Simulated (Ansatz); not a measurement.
# Al2TeO2: from a guess to a relaxed structure, part 2 of 2

Aim: relax a trial structure of Al2TeO2 and see where it ends.

Ansatz 0.2.0; DFT PBE+D3(BJ), scalar-relativistic, plane waves, PAW. The steps go on from the part before.

## 4. Full relaxation

The end of the coarse run is made exact in the group found at a tolerance of 0.06 Å and reduced to its primitive cell.

Input file input.yaml:

```yaml
crystal:
  lattice:
    - [3.3612850936, 0.0, 0.0]
    - [-1.6806425468, 2.9109582804, 0.0]
    - [0.0, 0.0, 6.8593910203]
  atoms:
    - { symbol: Al, position: [0.6666666667, 0.3333333333, 0.3251821914] }
    - { symbol: Al, position: [0.3333333333, 0.6666666667, 0.6748178086] }
    - { symbol: Te, position: [0.0, 0.0, 0.0] }
    - { symbol: O, position: [0.3333333333, 0.6666666667, 0.38417074] }
    - { symbol: O, position: [0.6666666667, 0.3333333333, 0.61582926] }
basis:
  ecutwfc: 420
kpoints:
  mp_grid: { grid: [12, 12, 6] }
hamiltonian:
  xc: pbe
  dispersion: d3bj
scf:
  occupations: { method: gaussian, width: 0.1 }
output:
  forces: true
  stress: true
  eigenvalues: true
  write_density: true
  write_potential: true
  elf: true
  volumetric_format: npy
relax:
  adjacent_minimum: "off"
  f_tol: 0.01
  max_steps: 80
  cell: { stress_tol: 0.05 }
```

Launch:

```sh
> ansatz run input.yaml --threads 1 --pin off --max-ram 2048MiB --backend cpu --events-out ev --progress --plain --runs-dir out
```

Standard output:

```text
Warning: RAYON_NUM_THREADS=1 ignored (pool sized by the plan → 1); use --threads N
Engine: ansatz 0.2.0, aarch64-unknown-linux-gnu
Pseudopotentials: kind: paw
Pseudopotential: Al, paw, valence charge 3, recommended cutoff 420 eV (normal), Al.paw.azcp
Pseudopotential: Te, paw, valence charge 16, recommended cutoff 420 eV (normal), Te.paw.azcp
Pseudopotential: O, paw, valence charge 6, recommended cutoff 420 eV (normal), O.paw.azcp
Functional definition: PBE
  parameter kappa = 0.804
  parameter beta = 0.06672455060314922
  exchange = pbe_x(kappa = kappa, mu = beta*pi^2/3)
  correlation = pbe_c(beta = beta)
Crystal: 5 atoms, lattice volume = 67.116 Å³
Basis set: ecut = 420 eV, 1331 PW (Γ), exchange–correlation on 48×48×96 points (8 copies of the dense FFT grid, shifted against one another)
Bands: 22, of which v1, the nominal top of the filled ones, is band 17 counted from 1 (16 counted from 0)
Symmetry: 12 space group operations
Space group: P-3m1 (ITA 164), of the structure as read, at distance tolerance 4.1e-5 Å
k-points: 100 of 864
Non-local potential: Al, projectors of the file, l = 0: 2, l = 1: 2, l = 2: 1
Non-local potential: Te, projectors of the file, l = 0: 2, l = 1: 2, l = 2: 2, l = 3: 2
Non-local potential: O, projectors of the file, l = 0: 2, l = 1: 2, l = 2: 1
PAW form: soft (Blöchl's): semilocal exchange-correlation on the pseudo side does not see the compensation charge
PAW one-centre angular grid: Al, 110 points (default); XC on 64 Gauss nodes
PAW one-centre angular grid: Te, 590 points (default); XC on 64 Gauss nodes
PAW one-centre angular grid: O, 110 points (default); XC on 64 Gauss nodes
Initial density: superposition of atomic densities (neutral atoms: chi_scale 0, normalization atom), corrected by the library's trained network
Initial wavefunctions: pseudopotential atomic-orbital guess
Functional: x = pbe(κ = 0.804, μ = 0.2195149727645171), c = pbe(β = 0.06672455060314922)
SCF iter   1: F=—  HF=-9194.286548 eV  |F-HF|=—  |Δ(HF+E_count)|=         —  Δρ=5.23e-3  dr2=5.17e-2  ethr=1.77e-3  ⟨swp⟩=6.0  Hψ=11479  notcnv=0
preconditioner: auto → Kerker (q_TF=auto, 2.436 Å⁻¹)  [metal: Δε(μ)=0.041 eV  Ē_g=11.915 eV  σ=0.100 eV  W_gap=0.22  n_scr=22 (ndim 8)  ℏωp=21.8 eV  f_vac=0.000  D(μ)=0.78/eV (n_scr^D=2)]
SCF iter   2: F=—  HF=-9194.280633 eV  |F-HF|=—  |Δ(HF+E_count)|=   5.92e-3  Δρ=2.50e-3  dr2=1.99e-2  ethr=1.52e-4  ⟨swp⟩=1.0  Hψ=3000  notcnv=0
SCF iter   3: F=—  HF=-9194.277712 eV  |F-HF|=—  |Δ(HF+E_count)|=   2.92e-3  Δρ=1.37e-3  dr2=9.02e-3  ethr=5.84e-5  ⟨swp⟩=1.0  Hψ=2134  notcnv=0
SCF iter   4: F=—  HF=-9194.275429 eV  |F-HF|=—  |Δ(HF+E_count)|=   2.28e-3  Δρ=5.90e-4  dr2=2.50e-4  ethr=2.65e-5  ⟨swp⟩=2.2  Hψ=2648  notcnv=0  defer=1
SCF iter   5: F=—  HF=-9194.275484 eV  |F-HF|=—  |Δ(HF+E_count)|=   5.46e-5  Δρ=1.59e-4  dr2=2.19e-5  ethr=7.34e-7  ⟨swp⟩=2.3  Hψ=2970  notcnv=0  defer=1
SCF iter   6: F=—  HF=-9194.275258 eV  |F-HF|=—  |Δ(HF+E_count)|=   2.26e-4  Δρ=4.66e-5  dr2=1.38e-6  ethr=6.44e-8  ⟨swp⟩=2.2  Hψ=3227  notcnv=0  defer=8
SCF iter   7: F=—  HF=-9194.275258 eV  |F-HF|=—  |Δ(HF+E_count)|=   5.61e-7  Δρ=1.24e-5  dr2=1.08e-7  ethr=4.05e-9  ⟨swp⟩=2.0  Hψ=3826  notcnv=0  defer=9
SCF iter   8: F=-9194.275258 eV  HF=-9194.275258 eV  |F-HF|=3.77e-9  |Δ(HF+E_count)|=   9.72e-8  Δρ=3.72e-6  dr2=1.17e-8  ethr=2.94e-10  ⟨swp⟩=11.3  Hψ=15519  notcnv=0
SCF 1 converged in 8 iterations: F = -9194.275258 eV  dr2 = 1.17e-8
relax step   1: F+E_penalty+E_count = -9194.27525828 eV  Δ(F+E_penalty+E_count) = +0.000e0 eV  max|allowed force component| = 2.319e-1 eV/Å  Δτ_max = 0.0000 Å  P = -0.682 GPa  Ω = 67.116 Å³  (8 SCF iters, dr2 threshold 1.00e-7 eV, accepted)
Crystal: 5 atoms, lattice volume = 65.513 Å³
Basis set: ecut = 420 eV, 1271 PW (Γ), exchange–correlation on 48×48×96 points (8 copies of the dense FFT grid, shifted against one another)
Initial density: handed on by an earlier stage of this run
Initial wavefunctions: those handed on with the density
iter 1 solved again at ethr=1.65e-5 eV; its pass at ethr=3.10e-3 eV (dr2=5.61e-3 eV) is discarded
SCF iter   1: F=—  HF=-9194.289287 eV  |F-HF|=—  |Δ(HF+E_count)|=         —  Δρ=2.39e-3  dr2=5.66e-3  ethr=1.65e-5  ⟨swp⟩=1.1  Hψ=12452  notcnv=0
preconditioner: auto → Kerker (q_TF=auto, 2.446 Å⁻¹)  [metal: Δε(μ)=0.045 eV  Ē_g=12.500 eV  σ=0.100 eV  W_gap=0.25  n_scr=22 (ndim 8)  ℏωp=22.4 eV  f_vac=0.000  D(μ)=0.81/eV (n_scr^D=2)]
SCF iter   2: F=—  HF=-9194.288980 eV  |F-HF|=—  |Δ(HF+E_count)|=   3.08e-4  Δρ=1.51e-3  dr2=2.68e-3  ethr=1.65e-5  ⟨swp⟩=1.0  Hψ=2200  notcnv=0
SCF iter   3: F=—  HF=-9194.288654 eV  |F-HF|=—  |Δ(HF+E_count)|=   3.26e-4  Δρ=2.84e-4  dr2=1.45e-4  ethr=7.89e-6  ⟨swp⟩=1.9  Hψ=2393  notcnv=0
SCF iter   4: F=—  HF=-9194.288595 eV  |F-HF|=—  |Δ(HF+E_count)|=   5.84e-5  Δρ=1.52e-4  dr2=4.78e-5  ethr=4.25e-7  ⟨swp⟩=2.4  Hψ=3132  notcnv=0
SCF iter   5: F=—  HF=-9194.288588 eV  |F-HF|=—  |Δ(HF+E_count)|=   7.12e-6  Δρ=1.20e-4  dr2=8.16e-6  ethr=1.41e-7  ⟨swp⟩=2.1  Hψ=2948  notcnv=0
SCF iter   6: F=—  HF=-9194.288586 eV  |F-HF|=—  |Δ(HF+E_count)|=   2.00e-6  Δρ=3.28e-5  dr2=1.53e-6  ethr=2.40e-8  ⟨swp⟩=2.0  Hψ=3272  notcnv=0
SCF iter   7: F=-9194.288586 eV  HF=-9194.288586 eV  |F-HF|=7.51e-9  |Δ(HF+E_count)|=   1.12e-7  Δρ=8.51e-6  dr2=5.91e-8  ethr=1.47e-9  ⟨swp⟩=10.1  Hψ=15611  notcnv=0
SCF 2 converged in 7 iterations: F = -9194.288586 eV  dr2 = 5.91e-8
relax step   2: F+E_penalty+E_count = -9194.28858617 eV  Δ(F+E_penalty+E_count) = -1.333e-2 eV  max|allowed force component| = 1.558e-1 eV/Å  Δτ_max = 0.0348 Å  P = +1.611 GPa  Ω = 65.513 Å³  energy of the carried Pulay correction = +3.951e-3 eV  (7 SCF iters, dr2 threshold 5.00e-7 eV, accepted)
Crystal: 5 atoms, lattice volume = 66.428 Å³
Basis set: ecut = 420 eV, 1307 PW (Γ), exchange–correlation on 48×48×96 points (8 copies of the dense FFT grid, shifted against one another)
iter 1 solved again at ethr=7.87e-6 eV; its pass at ethr=3.10e-3 eV (dr2=2.68e-3 eV) is discarded
SCF iter   1: F=—  HF=-9194.293764 eV  |F-HF|=—  |Δ(HF+E_count)|=         —  Δρ=1.30e-3  dr2=2.53e-3  ethr=7.87e-6  ⟨swp⟩=2.0  Hψ=12085  notcnv=0
preconditioner: auto → Kerker (q_TF=auto, 2.440 Å⁻¹)  [metal: Δε(μ)=0.015 eV  Ē_g=12.035 eV  σ=0.100 eV  W_gap=0.08  n_scr=22 (ndim 8)  ℏωp=22.0 eV  f_vac=0.000  D(μ)=0.82/eV (n_scr^D=2)]
SCF iter   2: F=—  HF=-9194.293500 eV  |F-HF|=—  |Δ(HF+E_count)|=   2.64e-4  Δρ=7.74e-4  dr2=1.37e-3  ethr=7.45e-6  ⟨swp⟩=1.0  Hψ=2200  notcnv=0
SCF iter   3: F=—  HF=-9194.293258 eV  |F-HF|=—  |Δ(HF+E_count)|=   2.42e-4  Δρ=4.14e-4  dr2=2.14e-4  ethr=4.02e-6  ⟨swp⟩=1.9  Hψ=2333  notcnv=0
SCF iter   4: F=—  HF=-9194.293138 eV  |F-HF|=—  |Δ(HF+E_count)|=   1.19e-4  Δρ=1.70e-4  dr2=5.64e-5  ethr=6.30e-7  ⟨swp⟩=2.0  Hψ=2978  notcnv=0
SCF iter   5: F=—  HF=-9194.293127 eV  |F-HF|=—  |Δ(HF+E_count)|=   1.09e-5  Δρ=6.77e-5  dr2=3.79e-6  ethr=1.66e-7  ⟨swp⟩=2.2  Hψ=2691  notcnv=0
SCF iter   6: F=-9194.293127 eV  HF=-9194.293127 eV  |F-HF|=3.54e-8  |Δ(HF+E_count)|=   7.83e-7  Δρ=2.01e-5  dr2=3.48e-7  ethr=1.47e-9  ⟨swp⟩=7.7  Hψ=15928  notcnv=0
SCF 3 converged in 6 iterations: F = -9194.293127 eV  dr2 = 3.48e-7
relax step   3: F+E_penalty+E_count = -9194.29312661 eV  Δ(F+E_penalty+E_count) = -4.540e-3 eV  max|allowed force component| = 6.448e-2 eV/Å  Δτ_max = 0.0113 Å  P = -0.012 GPa  Ω = 66.428 Å³  energy of the carried Pulay correction = +1.685e-3 eV  (6 SCF iters, dr2 threshold 5.00e-7 eV, accepted)
[... 9 lines left out ...]
relax step   4: F+E_penalty+E_count = -9194.29385779 eV  Δ(F+E_penalty+E_count) = -7.312e-4 eV  max|allowed force component| = 4.643e-2 eV/Å  Δτ_max = 0.0019 Å  P = -0.135 GPa  Ω = 66.511 Å³  energy of the carried Pulay correction = +1.480e-3 eV  (5 SCF iters, dr2 threshold 5.00e-7 eV, accepted)
[... 9 lines left out ...]
relax step   5: F+E_penalty+E_count = -9194.29457437 eV  Δ(F+E_penalty+E_count) = -7.166e-4 eV  max|allowed force component| = 4.757e-2 eV/Å  Δτ_max = 0.0055 Å  P = +0.132 GPa  Ω = 66.475 Å³  energy of the carried Pulay correction = +1.570e-3 eV  (4 SCF iters, dr2 threshold 5.00e-7 eV, accepted)
[... 7 lines left out ...]
relax step   6: F+E_penalty+E_count = -9194.29462758 eV  Δ(F+E_penalty+E_count) = -5.321e-5 eV  max|allowed force component| = 5.014e-3 eV/Å  Δτ_max = 0.0028 Å  P = +0.014 GPa  Ω = 66.511 Å³  energy of the carried Pulay correction = +1.481e-3 eV  (4 SCF iters, dr2 threshold 1.41e-7 eV, accepted)
[... 10 lines left out ...]
relax step   7: F+E_penalty+E_count = -9194.29355386 eV  Δ(F+E_penalty+E_count) = +1.074e-3 eV  max|allowed force component| = 5.359e-3 eV/Å  Δτ_max = 0.0000 Å  P = -0.019 GPa  Ω = 66.511 Å³  stress off target by 1.06e-1 GPa  SCF on the basis re-selected at this cell (its energy is not comparable with the rows above)  (6 SCF iters)
[... 9 lines left out ...]
relax step   8: F+E_penalty+E_count = -9194.29360838 eV  Δ(F+E_penalty+E_count) = -5.452e-5 eV  max|allowed force component| = 4.227e-3 eV/Å  Δτ_max = 0.0007 Å  P = -0.013 GPa  Ω = 66.503 Å³  energy of the carried Pulay correction = +3.116e-5 eV  (4 SCF iters, dr2 threshold 2.80e-8 eV, accepted)
iter 1 solved again at ethr=1.77e-7 eV; its pass at ethr=3.10e-3 eV (dr2=6.01e-5 eV) is discarded
SCF iter   1: F=—  HF=-9194.293273 eV  |F-HF|=—  |Δ(HF+E_count)|=         —  Δρ=1.10e-5  dr2=2.43e-8  ethr=1.77e-7  ⟨swp⟩=2.7  Hψ=16342  notcnv=0
eigensolver tolerance schedule: the retry pair's looser diagonalisation over-reported the residual by 2475.15 of it (diagonalisation noise at 0.16 of the residual, at the tolerance the schedule requests for it); recorded, not acted on — ethr = c·dr2/N_el stays at c = 1.0e-1
preconditioner: auto → Resta (q_TF=auto, 2.440 Å⁻¹)  ε∞=4.3  [insulator: Δε(μ)=0.176 eV  Ē_g=12.161 eV  σ=0.100 eV  W_gap=0.55  n_scr=22 (ndim 8)  ℏωp=22.1 eV  f_vac=0.000  D(μ)=0.87/eV (n_scr^D=2)  ε∞_Penn≈4.3]
SCF iter   2: F=—  HF=-9194.293552 eV  |F-HF|=—  |Δ(HF+E_count)|=   2.78e-4  Δρ=5.67e-6  dr2=1.40e-8  ethr=7.14e-11  ⟨swp⟩=3.0  Hψ=4754  notcnv=0
SCF iter   3: F=—  HF=-9194.293552 eV  |F-HF|=—  |Δ(HF+E_count)|=  7.09e-10  Δρ=2.98e-6  dr2=2.24e-9  ethr=4.12e-11  ⟨swp⟩=2.3  Hψ=3005  notcnv=0
SCF iter   4: F=—  HF=-9194.293552 eV  |F-HF|=—  |Δ(HF+E_count)|=   1.96e-9  Δρ=9.13e-7  dr2=2.12e-10  ethr=6.58e-12  ⟨swp⟩=2.1  Hψ=2852  notcnv=0
SCF iter   5: F=-9194.293552 eV  HF=-9194.293552 eV  |F-HF|=0.00e0  |Δ(HF+E_count)|=  3.02e-10  Δρ=1.02e-7  dr2=5.54e-12  ethr=1.00e-12  ⟨swp⟩=6.5  Hψ=10133  notcnv=0
SCF 9 converged in 5 iterations: F = -9194.293552 eV  dr2 = 5.54e-12
relax step   9: F+E_penalty+E_count = -9194.29355173 eV  Δ(F+E_penalty+E_count) = +5.665e-5 eV  max|allowed force component| = 4.183e-3 eV/Å  Δτ_max = 0.0000 Å  P = -0.014 GPa  Ω = 66.503 Å³  stress off target by 1.69e-2 GPa  SCF on the basis re-selected at this cell (its energy is not comparable with the rows above)  (5 SCF iters)
basis re-selected at this cell: Δ(F+E_penalty+E_count) = +5.665e-5 eV, ΔP = -0.001 GPa vs the last step (what re-selecting the basis moved, of the pressure what is left beyond the Pulay correction that the steps carried, after the strain that the cell walked since its last selection, with what the two solves' SCF thresholds leave and, on support functions, any second-order correction that the steps lacked; it is no measure of the basis error at this ecutwfc). This SCF's stress stands 1.69e-2 GPa from its target on what of the cell is left free (relax.cell.stress_tol is 5.00e-2 GPa) and its largest allowed force component is 4.18e-3 eV/Å (relax.f_tol is 1.00e-2 eV/Å): within both
SCF converged after 5 iterations
Free energy (F): -9194.293552 eV
Harris-Foulkes:  -9194.293552 eV  (|F-HF|=0.00e0)
Internal energy: -9194.289213 eV  (E = F + TS)
E sigma→0 (E₀):  -9194.291382 eV
Entropy (-TS):   -0.004339 eV (-0.868 meV/atom)
Fermi energy:    12.158017 eV
--- Per-component energies (eV) ---
  E_band       = -178.877138
  E_kinetic    = 588.278711
  E_local      = -1832.319258  (includes V_loc(G=0)·N_el)
  E_nonlocal   = -196.407537
  E_hartree    = 1038.299399
  E_xc         = -355.590902
  E_vxc        = -356.388174  (∫ρ·V_xc dr)
  E_paw        = -5912.939725  (= ΣΔE_a)
  E_vpaw       = -458.644310  (= ΣTr[D̂ρ^β])
  E_aug_tail   = 0.004660  (compensation charges beyond the density's cutoff)
  E_ewald      = -2522.077579
  E_disp       = -1.536984  (pairwise vdW)
  E_smearing   = -0.004339  (= −TS)
  E_closure    = 0.000000  (closes the sum)
  Σ components = -9194.293552   (vs F -9194.293552, Δ=0.00e0)
--- Forces (eV/Å), atoms counted from 1 ---
  atom   1  Al    -0.00000000     0.00000000     0.00418327
  atom   2  Al     0.00000000    -0.00000000    -0.00418327
  atom   3  Te    -0.00000000     0.00000000     0.00000000
  atom   4  O      0.00000000    -0.00000000    -0.00129219
  atom   5  O     -0.00000000     0.00000000     0.00129219
  max |Σ_I F_I| component: 1.33e-31 eV/Å
--- Stress (GPa, compression-positive) ---
       -0.016853      -0.000000      -0.000000
        0.000000      -0.016853      -0.000000
       -0.000000      -0.000000      -0.007228
  P = ⅓ Tr σ = -0.0136 GPa (-0.136 kbar)
--- Band table (eV; the first three rows and the last of 100) ---
  k-point 0: bands = ["-25.2324", "-25.2101", "-25.2101", "-25.2061", "-25.2061", "-10.3646", "-8.3582", "-1.9839", "3.5262", "4.6960", "4.9391", "4.9391", "6.3132", "6.3132", "8.4647", "10.8210", "13.3698", "13.3698", "15.4699", "17.5601", "17.9757", "17.9757"]
  k-point 1: bands = ["-25.2325", "-25.2101", "-25.2101", "-25.2061", "-25.2061", "-10.3620", "-8.3645", "-1.9701", "3.4408", "4.8937", "4.9390", "4.9390", "6.3138", "6.3138", "7.9925", "11.3730", "13.3667", "13.3667", "15.2318", "17.5037", "17.5037", "17.6196"]
  k-point 2: bands = ["-25.2324", "-25.2101", "-25.2101", "-25.2061", "-25.2061", "-10.3566", "-8.3773", "-1.9424", "3.3074", "4.9384", "4.9384", "5.3505", "6.3159", "6.3159", "7.1830", "12.4151", "13.3606", "13.3606", "14.5895", "17.1558", "17.1558", "17.7577"]
  k-point 99: bands = ["-25.2198", "-25.2198", "-25.2130", "-25.1881", "-25.1881", "-8.9840", "-8.9840", "0.9340", "2.5866", "2.8544", "2.8544", "5.8683", "6.3703", "6.3703", "7.0432", "7.0432", "8.9680", "13.2830", "13.2830", "16.1271", "16.5554", "18.3774"]
--- Relaxed structure (7 steps of the walk, 7 accepted, 2 SCFs on fresh bases) ---
  F+E_penalty+E_count = -9194.29355173 eV   max|allowed force component| = 4.183e-3 eV/Å   (the final SCF, on the basis selected at the relaxed cell)
  cell:  # Å, volume = 66.5027 Å³
    - [3.3838299880875238, 7.964775561753906e-34, -3.879078445462198e-18]
    - [-1.6919149940437619, 2.9304827317713897, 1.9395392227310996e-18]
    - [-7.916054459823952e-18, 8.12687832864983e-35, 6.706431323480574]
  atoms:
    - { symbol: Al, position: [0.6666666666666666, 0.3333333333333333, 0.322181036809338] }
    - { symbol: Al, position: [0.3333333333333333, 0.6666666666666666, 0.6778189631906623] }
    - { symbol: Te, position: [-1.461194393829718e-35, 1.9986247871786013e-35, 3.793463889526752e-20] }
    - { symbol: O, position: [0.3333333333333333, 0.6666666666666666, 0.38432668051963265] }
    - { symbol: O, position: [0.6666666666666666, 0.3333333333333333, 0.6156733194803675] }
```

Wall time 77 s (1 thread of Arm Neoverse V1, shared host); peak memory 0.42 GiB.

Relaxation path:

```
step  E - E(step 1) (eV/cell)  largest force component (eV/Å)  pressure (GPa)  volume (Å³)
   1                   0.0000                          0.2319           -0.68        67.12
   2                  -0.0133                          0.1558            1.61        65.51
   3                  -0.0179                          0.0645           -0.01        66.43
   4                  -0.0186                          0.0464           -0.14        66.51
   5                  -0.0193                          0.0476            0.13        66.47
   6                  -0.0194                          0.0050            0.01        66.51
   7                  -0.0183                          0.0054           -0.02        66.51
   8                  -0.0184                          0.0042           -0.01        66.50
   9                  -0.0183                          0.0042           -0.01        66.50
```

Step 1 is the start. Steps 7, 9 each repeat the geometry before them on a plane-wave basis chosen anew, so the energy can jump there without any move.

|  | before | after | change |
| --- | --- | --- | --- |
| a (Å) | 3.361 | 3.384 | +0.7 % |
| b (Å) | 3.361 | 3.384 | +0.7 % |
| c (Å) | 6.859 | 6.706 | -2.2 % |
| volume (Å³/atom) | 13.42 | 13.30 | -0.9 % |
| shortest distance (Å) | 1.982 | 1.968 | -0.7 % |
| space group (0.01 Å) | P-3m1 | P-3m1 | same |

Forces and stress were held to the start's 12 operations: a distortion of lower symmetry was not tested.

Density in a lattice plane of the grid's cell (edges 3.38 and 6.71 Å, at 0.333 of the third edge), which holds Al and O.

Ten even steps from '0' (0.06 e/Å³) to '9' (6.95 e/Å³):
```
000000000000
000000000000
000000000000
000000000000
000000000000
000000123210
000000268620
000000379730
000000145310
000000011100
000000000000
000000000000
000000000000
000000000000
000000000000
000000000000
000000000000
000000000000
000000000000
000000000000
```
Columns run along the first of these edges and rows up along the second, over one cell in 12 and 20 even steps from the bottom left corner. Atoms in the plane (fractional): Al at (0.67, 0.32), O at (0.67, 0.62).

ELF in the same plane.

Values, 12 rows by 6 columns:
```
0.57 0.61 0.58 0.22 0.05 0.23
0.44 0.67 0.44 0.09 0.03 0.09
0.21 0.40 0.22 0.34 0.55 0.34
0.43 0.14 0.43 0.81 0.68 0.81
0.33 0.09 0.34 0.79 0.52 0.79
0.08 0.18 0.10 0.54 0.84 0.55
0.33 0.51 0.34 0.15 0.22 0.14
0.43 0.46 0.43 0.08 0.06 0.06
0.21 0.13 0.22 0.21 0.06 0.21
0.44 0.38 0.44 0.53 0.52 0.53
0.57 0.54 0.58 0.40 0.27 0.41
0.53 0.50 0.53 0.32 0.12 0.32
```
Columns run along the first of these edges and rows up along the second, over one cell in 6 and 12 even steps from the bottom left corner. Atoms in the plane (fractional): Al at (0.67, 0.32), O at (0.67, 0.62).

Both are smooth fields of the valence electrons: close to the nuclei they are not physical.

Outside the cores ELF peaks at 0.86 in the shell around O, 0.6 Å from O; 0.70 on the Te–Al line, 1.3 Å from Te.

## 5. Outcome

What follows sums up all 2 parts. Changes of volume or cell count from the first structure of part 1.

| quantity | value |
| --- | --- |
| symmetry at the end (tolerance 0.05 Å) | space group P-3m1 (No. 164) |
| conventional cell | a = 3.384 Å, b = 3.384 Å, c = 6.706 Å, α = 90.00°, β = 90.00°, γ = 120.00° |
| volume | 13.30 Å³/atom |
| energy over the elements (uncorrected; H, N, O, F and Cl as molecules) | -1.65 eV/atom |
| gap on the mesh | none (metal) |

In words: The space group P-3m1 (No. 164) is kept, and the volume per atom shrinks by 3.3 % from the first guess. It lies below the elements, which doesn't yet make it stable: competing phases were not computed in this session. No finished test with a distortion of lower symmetry is shown, so the end may be a saddle point. Spin-orbit coupling is left out for Te.
